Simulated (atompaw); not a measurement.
# La: generating and testing a PAW (atompaw) potential

Task: generate the file, and judge it by its logarithmic derivatives, its ghosts and its cutoff.

Method: atompaw 4.2.0.5, PBEsol, scalar-relativistic.

## (1) Starting point

Typed settings, in words:

```
element                 : lanthanum (La, Z = 57)
type                    : PAW
frozen core             : [Kr] 4d10
valence charge          : 11
reference configuration : 4f0 5s2 5p6 5d1 6s2 6p0
partial waves           : 5s (bound): rc 1.95 bohr; 6s (bound): rc 2.85 bohr; 5p (bound): rc 2.75 bohr; 6p (bound, empty): rc 3.00 bohr; 5d (bound): rc 3.00 bohr; 5d channel at 2.2 Ry: rc 3.00 bohr; 4f (bound, empty): rc 1.50 bohr; 4f channel at 2.5 Ry: rc 1.50 bohr
local potential         : troulliermartins scheme with l = 4 at 0 Ry, radius 2.75 bohr
core correction         : smooth core density matched at 1.55 bohr
augmentation charge     : sinc compensation charge, radius 2.90 bohr; PAW radius 3.00 bohr; waves and projectors: custom polynom vanderbiltortho
```

The outer shells as boxes (Hund's rule for the drawing; the calculation is spin-unpolarised):

```
[Kr] core
4d [↑↓][↑↓][↑↓][↑↓][↑↓]
4f [  ][  ][  ][  ][  ][  ][  ]
5s [↑↓]
5p [↑↓][↑↓][↑↓]
5d [↑ ][  ][  ][  ][  ]
6s [↑↓]
6p [  ][  ][  ]
```

The nodes and maxima of the atom's own shells, from an earlier all-electron run, set the scale for the radii.

All-electron outer shells of the reference configuration (PBEsol, scalar-relativistic, ld1.x):

```
shell  level (eV)  outermost node (bohr)  outermost maximum (bohr)
   4p     -199.76                   0.34                      0.63
   4d     -103.77                   0.32                      0.68
   5s      -38.95                   0.77                      1.41
   5p      -22.40                   0.83                      1.58
   4f       -4.39                      –                      0.75
   6s       -3.70                   1.86                      3.79
   5d       -3.10                   0.95                      2.21
   6p       -1.34                   2.21                      4.93
```

## (2) The generation run

La.input

```
La 57
GGA-PBESOL scalarrelativistic loggrid 2001 logderivrange -5 5 251
6 6 5 4 0 0
6 1 0
5 2 1
4 3 0
0 0 0
c
c
c
c
v
v
c
c
c
v
v
c
c
v
v
3
3.00 2.90 2.75 1.55
n
n
y
2.2
n
y
2.5
n
custom polynom vanderbiltortho sinc
4 0 troulliermartins
1.95
2.85
2.75
3.00
3.00
3.00
1.50
1.50
PWSCFOUT
UPFDX 0.0125d0 UPFXMIN -7.d0 UPFZMESH 57.d0
END
```

On the command line:

```console
$ atompaw < La.input > La.log
```

Before running it: what results should come out? Wanted: cutoffs for 10 and 1 mRy, occupied levels; bound ghosts; largest phase difference near zero energy, channels read; lowest eigenvalue of the overlap; share of valence orbitals outside the PAW sphere; UPF file.

As calculated:

| quantity | value |
| --- | --- |
| cutoffs for 10 and 1 mRy, occupied levels | 15 Ry and 18 Ry |
| bound ghosts | none found |
| largest phase difference near zero energy, channels read | 0.025 rad |
| lowest eigenvalue of the overlap (Bessel basis) | 0.684 (s) |
| share of valence orbitals outside the PAW sphere | 5s 1 %, 6s 85 %, 5p 5 %, 6p 95 %, 5d 42 %, 4f 2 % |
| UPF file | written |

**Reading.** By its cutoff, 15 Ry for the looser tolerance, it is soft on the atom at that tolerance. The slowest occupied level is 5s: taken alone it needs 18 Ry to come within 1 mRy, against 10 Ry for 5p. That counts occupied waves only; other projectors can need more. The Bessel-basis test finds no level below the valence levels. Near zero energy the phases of the channels with partial waves agree within 0.025 rad.
